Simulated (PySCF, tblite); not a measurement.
# C₅H₅FS: vibronic structure

What do calculations give for the vibronic structure of C₅H₅FS (`C=C/C(F)=C/C=S`)?

Computed with tblite 0.8.0 and PySCF 2.14.0 and routines of our own; the level stands in each step. Atoms count from 0.

### 1 The starting structure

12 atoms, charge 0, multiplicity 1; geometry from: force field or distance geometry start.

### 2 Relaxing the molecule with GFN2-xTB

What the job is given:

```
{"job": {"kind": "relax", "xc": "GFN2-xTB", "basis": "xTB"}, "charge": 0, "multiplicity": 1}
C     -2.459100    -0.158000     0.057200
C     -1.278900    -0.029100    -0.545700
C     -0.012300    -0.020300     0.185700
F     -0.085700    -0.123900     1.519900
C      1.166800     0.103300    -0.409500
C      2.393400     0.111500     0.402700
S      3.942200     0.261700    -0.237200
H     -3.375100    -0.157700    -0.523900
H     -2.561400    -0.253200     1.137000
H     -1.238700     0.056900    -1.614600
H      1.265900     0.198000    -1.493500
H      2.244100     0.010100     1.495900
```

The run is started by

```
$ OMP_NUM_THREADS=1 python excited_run.py task.json out
```

One launch serves the whole session: the jobs run in the order shown.

Log:

```text
step      E/eV     max force
  0    -575.42343    2.952
  1    -575.54764    1.451
  2    -575.58117    0.453
  3    -575.59109    0.228
  4    -575.59387    0.181
  5    -575.59623    0.141
  6    -575.59769    0.153
  7    -575.59967    0.113
  8    -575.60085    0.084
  9    -575.60152    0.071
 10    -575.60222    0.090
 11    -575.60297    0.086
 12    -575.60371    0.080
 13    -575.60424    0.073
 14    -575.60453    0.055
 15    -575.60470    0.042
 16    -575.60484    0.040
 17    -575.60497    0.032
 18    -575.60507    0.030
 19    -575.60514    0.031
 20    -575.60522    0.037
 21    -575.60532    0.038
 22    -575.60543    0.032
 23    -575.60553    0.039
 24    -575.60564    0.039
 25    -575.60577    0.039
 26    -575.60590    0.036
 27    -575.60598    0.022
 28    -575.60604    0.020
 29    -575.60609    0.020
 30    -575.60612    0.017
 31    -575.60615    0.010
 32    -575.60615    0.004
```

Run time: 0.13 s. Hardware: 1 thread of Arm Neoverse V2, shared host.

The steps of the relaxation:

```
step  energy from step 0 (eV)  largest force (eV/Å)
   0                   0.0000                2.9517
   1                  -0.1242                1.4512
   2                  -0.1577                0.4534
   3                  -0.1677                0.2276
   4                  -0.1704                0.1809
   5                  -0.1728                0.1406
   6                  -0.1743                0.1533
   7                  -0.1762                0.1130
   8                  -0.1774                0.0839
   9                  -0.1781                0.0709
  10                  -0.1788                0.0902
  11                  -0.1795                0.0858
  12                  -0.1803                0.0802
  13                  -0.1808                0.0735
  14                  -0.1811                0.0548
  15                  -0.1813                0.0423
  16                  -0.1814                0.0397
  17                  -0.1815                0.0324
  18                  -0.1816                0.0301
  19                  -0.1817                0.0314
  20                  -0.1818                0.0370
  21                  -0.1819                0.0376
  22                  -0.1820                0.0320
  23                  -0.1821                0.0387
  24                  -0.1822                0.0385
  25                  -0.1823                0.0385
  26                  -0.1825                0.0356
  27                  -0.1825                0.0220
  28                  -0.1826                0.0195
  29                  -0.1827                0.0205
  30                  -0.1827                0.0165
  31                  -0.1827                0.0100
  32                  -0.1827                0.0042
```

Distances of close pairs at the start and the end, largest changes first:

```
  bond  before (Å)  after (Å)  change (Å)
 C4–C5       1.471      1.415      -0.056
 C5–S6       1.683      1.635      -0.048
 C2–C4       1.327      1.356      +0.030
 C1–C2       1.463      1.439      -0.024
C5–H11       1.108      1.085      -0.023
C4–H10       1.093      1.080      -0.013
 C0–H8       1.089      1.077      -0.011
 C0–H7       1.085      1.075      -0.009
```

The next job starts from the end point, and lists it.

### 3 Harmonic vibrations with GFN2-xTB

What the job is given:

```
{"job": {"kind": "ir", "xc": "GFN2-xTB", "basis": "xTB"}, "charge": 0, "multiplicity": 1}
C     -2.473017    -0.154050     0.043104
C     -1.277775    -0.033611    -0.536534
C     -0.038140    -0.018646     0.193210
F     -0.148013    -0.135148     1.529092
C      1.196401     0.102077    -0.355794
C      2.399404     0.113394     0.389702
S      3.873988     0.259131    -0.300252
H     -3.381392    -0.161395    -0.532504
H     -2.571321    -0.248458     1.111912
H     -1.179448     0.060591    -1.607950
H      1.272274     0.194953    -1.428864
H      2.328237     0.020475     1.468852
```

Log:

```text
mode    cm-1     km/mol
  1      74.0      0.97
  2     123.2      2.43
  3     144.8      5.59
  4     224.1      1.53
  5     264.9      2.30
  6     309.0      2.20
  7     436.3      0.74
  8     445.0      2.41
  9     612.3      3.24
 10     688.8      5.39
 11     802.4      0.10
 12     869.4     46.88
 13     872.8     10.36
 14     896.8     10.51
 15     995.7     27.32
 16    1004.7     25.05
 17    1024.1     12.02
 18    1157.3     11.55
 19    1215.3     30.41
 20    1261.5     29.45
 21    1282.5     82.97
 22    1338.9     36.09
 23    1397.3      3.58
 24    1564.6    219.93
 25    1631.6      4.80
 26    3001.1      8.03
 27    3087.9      7.62
 28    3098.7      7.04
 29    3112.1      2.89
 30    3148.3     16.59
```

Run time: 0.24 s. Hardware: 1 thread of Arm Neoverse V2, shared host.

Which atoms move in the most intense modes:

```
cm⁻¹  km/mol                                 atoms
 869    46.9                      F3 35 %, C4 27 %
 996    27.3                      H9 53 %, H8 38 %
1005    25.1    H7 22 %, C5 15 %, H8 13 %, C0 11 %
1215    30.4            H11 33 %, C4 30 %, C5 24 %
1262    29.4   H9 43 %, H11 18 %, C2 15 %, C5 11 %
1282    83.0    C2 34 %, C1 22 %, H9 14 %, H8 12 %
1339    36.1  C5 26 %, H11 21 %, H10 19 %, C2 12 %
1565   219.9                      C2 50 %, C4 43 %
```

### 4 Vibronic structure: TDDFT BHandHLYP/cc-pVDZ

Settings changed since step 3:

```diff
@@ -1,2 +1,2 @@
-{"job": {"kind": "ir", "xc": "GFN2-xTB", "basis": "xTB"}, "charge": 0, "multiplicity": 1}
+{"job": {"kind": "vib", "xc": "BHandHLYP", "basis": "cc-pVDZ", "tda": false}, "charge": 0, "multiplicity": 1}
 C     -2.473017    -0.154050     0.043104
```

Method: TDDFT BHandHLYP/cc-pVDZ vertical-gradient vibronic structure (displaced harmonic oscillators, Condon), gas phase.

Log:

```text
final grid: 49880 points
cycle   1  E = -691.2684253562  dE =  1.256e+00  |g| = 6.080e-01  |ddm| = 6.466e+00
cycle   2  E = -691.2012239422  dE =  6.720e-02  |g| = 8.215e-01  |ddm| = 2.363e+00
cycle   3  E = -691.3715071371  dE = -1.703e-01  |g| = 7.232e-02  |ddm| = 1.415e+00
cycle   4  E = -691.3726970012  dE = -1.190e-03  |g| = 5.168e-02  |ddm| = 2.045e-01
cycle   5  E = -691.3734097691  dE = -7.128e-04  |g| = 1.086e-02  |ddm| = 1.040e-01
cycle   6  E = -691.3734455552  dE = -3.579e-05  |g| = 3.890e-03  |ddm| = 2.406e-02
cycle   7  E = -691.3734513990  dE = -5.844e-06  |g| = 1.703e-03  |ddm| = 9.829e-03
cycle   8  E = -691.3734524598  dE = -1.061e-06  |g| = 4.677e-04  |ddm| = 4.607e-03
cycle   9  E = -691.3734525380  dE = -7.817e-08  |g| = 1.126e-04  |ddm| = 1.344e-03
cycle  10  E = -691.3734525419  dE = -3.936e-09  |g| = 3.840e-05  |ddm| = 2.867e-04
cycle  11  E = -691.3734525424  dE = -5.047e-10  |g| = 7.045e-06  |ddm| = 1.294e-04
converged SCF energy = -691.3734525424

Singlet excitations (eV, f): 2.192 (0.0000)  4.331 (0.9855)  6.011 (0.0000)  6.130 (0.0067)  6.383 (0.0076)  6.718 (0.1126)

State S1  2.1918 eV  f = 0.00002  H->L 0.93
  relaxed dipole 0.908 D, largest gradient of the excitation energy 0.0611 Eh/bohr
  mode    cm-1        S   lambda/meV  Raman
   22   1338.9    0.2895      48.1   1.000
   24   1564.6    0.1051      20.4   0.496
   17   1024.1    0.1511      19.2   0.305
   19   1215.3    0.0891      13.4   0.254
   16   1004.7    0.0986      12.3   0.192
    6    309.0    0.1609       6.2   0.030
   18   1157.3    0.0371       5.3   0.096
   20   1261.5    0.0324       5.1   0.099
   21   1282.5    0.0201       3.2   0.064
    9    612.3    0.0229       1.7   0.017
    5    264.9    0.0330       1.1   0.004
    7    436.3    0.0199       1.1   0.007
  reorganisation energy 0.1385 eV, total S 1.072, 0-0 2.0534 eV
  absorption maximum 2.053 eV, width 0.198 eV

State S2  4.3310 eV  f = 0.98547  H-1->L 0.98
  relaxed dipole 5.241 D, largest gradient of the excitation energy 0.0779 Eh/bohr
  mode    cm-1        S   lambda/meV  Raman
   24   1564.6    0.7240     140.4   1.000
   17   1024.1    0.4719      59.9   0.279
   19   1215.3    0.1852      27.9   0.154
   16   1004.7    0.1978      24.6   0.113
   22   1338.9    0.1256      20.8   0.127
    7    436.3    0.2861      15.5   0.031
   25   1631.6    0.0636      12.9   0.096
    2    123.2    0.6912      10.6   0.006
   18   1157.3    0.0702      10.1   0.053
   12    869.4    0.0187       2.0   0.008
    6    309.0    0.0429       1.6   0.002
    9    612.3    0.0178       1.4   0.004
  reorganisation energy 0.3292 eV, total S 2.905, 0-0 4.0018 eV
  absorption maximum 4.198 eV, width 0.546 eV

State S6  6.7185 eV  f = 0.11259  H-1->L+1 0.82, H-2->L 0.13
  relaxed dipole 2.824 D, largest gradient of the excitation energy 0.0698 Eh/bohr
  mode    cm-1        S   lambda/meV  Raman
   25   1631.6    0.4356      88.1   1.000
   24   1564.6    0.3897      75.6   0.823
   17   1024.1    0.5265      66.8   0.476
    7    436.3    0.9959      53.9   0.163
   16   1004.7    0.1678      20.9   0.146
   21   1282.5    0.0592       9.4   0.084
   22   1338.9    0.0559       9.3   0.086
    5    264.9    0.2224       7.3   0.013
   23   1397.3    0.0244       4.2   0.041
    6    309.0    0.1004       3.8   0.008
   12    869.4    0.0080       0.9   0.005
  reorganisation energy 0.3433 eV, total S 3.030, 0-0 6.3751 eV
  absorption maximum 6.623 eV, width 0.536 eV

State T1  1.7294 eV  f = 0.00000  H->L 0.91, H->L+1 0.08
  relaxed dipole 1.143 D, largest gradient of the excitation energy 0.0561 Eh/bohr
  mode    cm-1        S   lambda/meV  Raman
   22   1338.9    0.2851      47.3   1.000
   17   1024.1    0.1162      14.8   0.238
   24   1564.6    0.0725      14.1   0.347
   16   1004.7    0.0862      10.7   0.170
   19   1215.3    0.0494       7.4   0.143
   20   1261.5    0.0321       5.0   0.100
   18   1157.3    0.0309       4.4   0.081
   21   1282.5    0.0243       3.9   0.078
    6    309.0    0.0981       3.8   0.018
    7    436.3    0.0318       1.7   0.012
    9    612.3    0.0220       1.7   0.016
    5    264.9    0.0305       1.0   0.004
  reorganisation energy 0.1171 eV, total S 0.899, 0-0 1.6123 eV
  absorption maximum 1.612 eV, width 0.188 eV
```

Wall time 20 s (1 thread of Arm Neoverse V2, shared host); peak memory 0.68 GiB.

### 5 Results

| quantity | value |
| --- | --- |
| strongest single infrared mode (GFN2-xTB) | 1565 cm⁻¹, 220 km/mol |
| zero-point energy (GFN2-xTB) | 51.6 kcal/mol |
| S1: vertical, reorganisation, 0-0, total S (step 4, TDDFT BHandHLYP/cc-pVDZ, modes from GFN2-xTB) | 2.19, 0.14, 2.05 eV; 1.1 |
| S2: vertical, reorganisation, 0-0, total S (step 4, TDDFT BHandHLYP/cc-pVDZ, modes from GFN2-xTB) | 4.33, 0.33, 4.00 eV; 2.9 |
| S6: vertical, reorganisation, 0-0, total S (step 4, TDDFT BHandHLYP/cc-pVDZ, modes from GFN2-xTB) | 6.72, 0.34, 6.38 eV; 3.0 |

What this shows: All 30 modes are real, so the xTB geometry is a minimum. The strongest single mode, at 1565 cm⁻¹, moves mainly C2 and C4. GFN2-xTB is a fitted tight-binding method: band positions and strengths are rough. Its intensities can rank the bands wrongly. The vibronic model keeps the ground-state modes (from xTB) and shifts them along the gradient alone, so it can miss much of the relaxation that a full optimisation finds.
